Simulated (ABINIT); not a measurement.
Sn3Se:

```xyz
4
Lattice="4.7419 0.0000 0.0000 0.0000 4.7419 0.0000 0.0000 0.0000 4.7419" Properties=species:S:1:pos:R:3 pbc="T T T"
Sn    2.3709    2.3709    0.0000
Sn    2.3709    0.0000    2.3709
Sn    0.0000    2.3709    2.3709
Se    0.0000    0.0000    0.0000
```

The cell comes from a database or a generator and needn't be the stable form of this composition.

Base run:

```yaml
Program: ABINIT 10.8.3 (patched build)
Functional: PBE
Potentials_or_basis: SG15 NC PBE v1.2
Cutoff: 490 eV
k_mesh: 4 × 4 × 4
Occupations: fixed
Spin: no spin polarisation
```

Its results: band gap on the k mesh none (metal or under the smearing width); pressure 0.3 GPa.

The run is repeated on the same cell with these changes: functional from PBE to PBEsol. What comes out?

Band gap on the k mesh none (metal or under the smearing width); pressure -2.7 GPa.

PBEsol binds more tightly than PBE, so the same cell stands under less pressure.

Caveats: the potentials were made for another functional, which shifts forces and pressure (some runs).
